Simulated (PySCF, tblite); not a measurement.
**C₅H₇NSSi: geometry, infrared bands and NMR shifts**

Aim: predict the infrared bands and NMR shifts of C₅H₇NSSi (`CC(=C=S)C[SiH2]C#N`).

The runs use tblite 0.8.0 and PySCF 2.14.0, with density-fitted response routines of our own; the level of theory stands in each step. All values are computed, except where a source is named. Atoms are numbered from 0 throughout.

**1. The molecule as given**

15 atoms, charge 0, multiplicity 1; geometry from: force field or distance geometry start.

Bonds of the start (Å): C0–C1 1.49, C1–C2 1.31, C2–S3 1.78, C1–C4 1.52, C4–Si5 1.89, Si5–C6 1.88, C6–N7 1.17, C0–H8 1.10, C0–H9 1.10, C0–H10 1.09, C4–H11 1.09, C4–H12 1.10, Si5–H13 1.49, Si5–H14 1.48.

**2. Optimising the geometry with GFN2-xTB**

What the job is given:

```
{"job": {"kind": "relax", "xc": "GFN2-xTB", "basis": "xTB"}, "charge": 0, "multiplicity": 1}
C     -1.918400     0.627900    -0.718200
C     -1.094200     0.116700     0.410000
C     -1.597400    -0.605500     1.386600
S     -2.299200    -1.587400     2.700400
C      0.372900     0.507800     0.420700
Si     1.540500    -0.736900    -0.386600
C      3.309000    -0.087200    -0.369700
N      4.397500     0.333500    -0.347100
H     -2.955500     0.269800    -0.653500
H     -1.953600     1.724100    -0.699500
H     -1.521400     0.300700    -1.679900
H      0.704100     0.676400     1.446600
H      0.481700     1.473300    -0.090600
H      1.091000    -0.981300    -1.783000
H      1.438300    -2.024100     0.341900
```

On the command line:

```console
OMP_NUM_THREADS=1 python probes_run.py task.json out
```

The driver reads the jobs from task.json and runs them one after another.

**Question.** This job is followed by: GFN2-xTB harmonic vibrations, gas phase; GIAO PBE0/pcSseg-1 NMR shielding, non-relativistic, gas phase. What will the session give for the following? strongest single infrared mode (GFN2-xTB); zero-point energy (GFN2-xTB); 13C shifts against TMS (PBE0/pcSseg-1); 1H shifts against TMS (PBE0/pcSseg-1, means over atoms taken as alike); 33S shifts against CS2 (PBE0/pcSseg-1); 29Si shifts against TMS (PBE0/pcSseg-1); 15N shifts against NH3 (PBE0/pcSseg-1).

**Answer**, as computed:

| quantity | value |
| --- | --- |
| strongest single infrared mode (GFN2-xTB) | 1890 cm⁻¹, 324 km/mol |
| zero-point energy (GFN2-xTB) | 63.1 kcal/mol |
| 13C shifts against TMS (PBE0/pcSseg-1) | 283.6, 123.3, 73.9, 16.8, 13.6 ppm |
| 1H shifts against TMS (PBE0/pcSseg-1, means over atoms taken as alike) | 4.36, 1.88, 1.79 ppm |
| 33S shifts against CS2 (PBE0/pcSseg-1) | 423 ppm |
| 29Si shifts against TMS (PBE0/pcSseg-1) | -79.8 ppm |
| 15N shifts against NH3 (PBE0/pcSseg-1) | 365.5 ppm |

In words: Relaxing lowered the energy by 0.951 eV in 83 steps; the close pair that moved most is C2–S3, from 1.784 to 1.563 Å. All 39 modes are real, so the xTB geometry is a minimum. The strongest single mode, at 1890 cm⁻¹, moves mainly C2 and C1. Unscaled tight-binding wavenumbers are off by several per cent, some by more. Its intensities can rank the bands wrongly. At PBE0/pcSseg-1: The widest tensor belongs to S3: span 1045 ppm, with a paramagnetic part of -977 ppm.
